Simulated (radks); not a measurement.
# Tl inside a hard spherical wall

The task here is to estimate one member of a computed series from the others.

Program: radks (a radial shooting solver on a logarithmic mesh, Libxc functionals) version 1. Level of theory: scalar-relativistic Kohn-Sham, PBE, spin-polarised, spherical densities, finite nucleus; open shells are filled with parallel spins first. These are calculated values, not measurements, unless marked.

## Starting point

* element: thallium (Z = 81)
* charge: 0
* electrons: 81
* configuration: [Hg] 6p1
* nuclear rms radius: 5.4759 fm

The outer shells:

Tl
```
[Hg] core
6p [↑ ][  ][  ]
```

The first run:

Settings of this run:

```text
Z 81
configuration [Hg] 6p1 7s0 5f0 6d0
relativity scalar-relativistic
functional pbe,pbe
spin polarised
nucleus finite rms 5.4759 fm
c 137.035999084
```

Among the steps run: The free atom; Wall at 15 bohr; Wall at 12 bohr; Wall at 10 bohr; Wall at 8 bohr; Wall at 7 bohr; Wall at 5 bohr; Wall at 3.5 bohr; Wall at 2 bohr.

One of the session's tables, all rows but one given; the rest of the session is left out.

| R (bohr) | E − E(free) (eV) | ε(6p) (eV) | ε(7s, empty) (eV) | ε(6d, empty) (eV) | ε(5f, empty) (eV) |
| --- | --- | --- | --- | --- | --- |
| free | 0.000 | -2.615 | - | - | - |
| 15 | 0.001 | -2.612 | -0.457 | 0.796 | 2.055 |
| 12 | 0.007 | -2.586 | -0.126 | 1.309 | 3.152 |
| 10 | 0.039 | -2.503 | 0.537 | 2.042 | 4.547 |
| 8 | 0.202 | -2.192 | 2.363 | 3.593 | 7.089 |
| 7 | ? | ? | ? | ? | ? |
| 5 | 3.716 | 1.299 | 16.811 | 12.869 | 17.288 |
| 3.5 | 27.433 | 14.284 | 57.714 | 36.821 | 33.858 |
| 2 | 475.03 | 139.31 | 340.15 | 200.48 | 115.86 |

Estimate the missing values for R (bohr) = 7.

Worked estimate for «E − E(free) (eV)». A straight line through the neighbours (8, 0.202) and (5, 3.716) gives 0.202 + (3.716 − 0.202) × (7 − 8) / (5 − 8) = 1.373; a parabola fitted to 4 rows on both sides gives -2.616, of a sign that no row has.

**Answer.** E − E(free) (eV): 0.486; ε(6p) (eV): -1.776; ε(7s, empty) (eV): 4.435; ε(6d, empty) (eV): 5.092; ε(5f, empty) (eV): 9.182. In «E − E(free) (eV)» the line misses by +0.887 and the parabola by -3.102.

What this shows: Eigenvalues are for spin up. From R = 5 bohr inwards the highest occupied level lies above zero, pushed up by confinement. Shells are not refilled when levels cross, and a hard wall is a model, not a crystal.
